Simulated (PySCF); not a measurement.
**SnH₅⁻: a ladder of methods**

How much do the numbers for SnH₅⁻ (singlet) hang on the method? All levels run at one geometry, the PBE0 minimum.

Program: PySCF 2.14.0. Level of theory: several methods, basis Sn def2-TZVPD with ECP28, H def2-TZVPD, scalar-relativistic core potentials, no spin–orbit coupling, density fitting. These are calculated values, not measurements.

## 1. The starting structure

6 atoms, charge -1, spin multiplicity 1.

Bond lengths: Sn1–H2 1.877 Å, Sn1–H3 1.877 Å, Sn1–H4 1.767 Å, Sn1–H5 1.767 Å, Sn1–H6 1.767 Å. Angles: H2–Sn1–H3 180.0°, H2–Sn1–H4 90.0°, H2–Sn1–H5 90.0°, H2–Sn1–H6 90.0°, H3–Sn1–H4 90.0°, H3–Sn1–H5 90.0°, H3–Sn1–H6 90.0°, H4–Sn1–H5 120.0°, H4–Sn1–H6 120.0°, H5–Sn1–H6 120.0°.

Coordinates in bohr (charge -1 multiplicity 1):
```
Sn    0.0000    0.0000    0.0000
H     0.0000    0.0000    3.5463
H     0.0000    0.0000   -3.5463
H     3.3397    0.0000    0.0000
H    -1.6698    2.8923    0.0000
H    -1.6699   -2.8922    0.0000
```

## 2. PBE0

The steps are one call of a driver around PySCF; scf.py gives each level's set-up. Each SCF starts from the density of the minimum. The driver also runs the species with one electron less or more at the same geometry (one less: multiplicity 2); their logs are not shown.

The input, scf.py:

```python
from pyscf import gto, scf, dft
mol = gto.M(atom='''
Sn     0.000000     0.000000    -0.000000
H      0.000000     0.000000     1.876619
H     -0.000000    -0.000000    -1.876619
H      1.767281    -0.000019    -0.000000
H     -0.883624     1.530520    -0.000000
H     -0.883657    -1.530501     0.000000''',
    basis={'Sn': 'def2-TZVPD', 'H': 'def2-TZVPD'},
    ecp={'Sn': 'def2-TZVPD'},
    charge=-1, spin=0)
mf = dft.RKS(mol, xc='PBE0')
mf.grids.atom_grid = (99, 590)
aux = {'Sn': 'def2-universal-JKFIT', 'H': 'def2-universal-JKFIT'}
mf = mf.density_fit(auxbasis=aux)
mf.kernel()
```

## 3. HF

scf.py: that of step 2 with these lines changed.

```diff
@@ -12,2 +12 @@
-mf = dft.RKS(mol, xc='PBE0')
-mf.grids.atom_grid = (99, 590)
+mf = scf.RHF(mol)
```

## 4. PBE

scf.py: that of step 3 with these lines changed.

```diff
@@ -12 +12,2 @@
-mf = scf.RHF(mol)
+mf = dft.RKS(mol, xc='PBE')
+mf.grids.atom_grid = (99, 590)
```

## 5. CCSD(T)

scf.py: that of step 4 with these lines changed.

```diff
@@ -12,2 +12 @@
-mf = dft.RKS(mol, xc='PBE')
-mf.grids.atom_grid = (99, 590)
+mf = scf.RHF(mol)
@@ -16,0 +16,3 @@
+from pyscf import cc
+mycc = cc.CCSD(mf, frozen=4).run()
+mycc.ccsd_t()
```

## 6. r2SCAN

scf.py: that of step 5 with these lines changed.

```diff
@@ -12 +12,2 @@
-mf = scf.RHF(mol)
+mf = dft.RKS(mol, xc='R2SCAN')
+mf.grids.atom_grid = (99, 590)
@@ -16,3 +16,0 @@
-from pyscf import cc
-mycc = cc.CCSD(mf, frozen=4).run()
-mycc.ccsd_t()
```

## 7. B3LYP

scf.py: that of step 6 with these lines changed.

```diff
@@ -12 +12 @@
-mf = dft.RKS(mol, xc='R2SCAN')
+mf = dft.RKS(mol, xc='B3LYP')
```

## 8. TPSSh

scf.py: that of step 7 with these lines changed.

```diff
@@ -12 +12 @@
-mf = dft.RKS(mol, xc='B3LYP')
+mf = dft.RKS(mol, xc='TPSSH')
```

(Steps that only read results are left out.)

What does the calculation give? Wanted: vertical ionisation energy, range; orbital gap, range; T1, D1.

As calculated:

| quantity | value |
| --- | --- |
| vertical ionisation energy, range | 1.93 (HF) to 2.31 (B3LYP) eV |
| orbital gap, range | 2.57 (PBE) to 8.31 (HF) eV |
| T1, D1 | 0.015, 0.038 |

What this shows: The vertical ionisation energy spreads over 0.38 eV, from HF to B3LYP; without a CCSD(T) value for it there is no yardstick here.
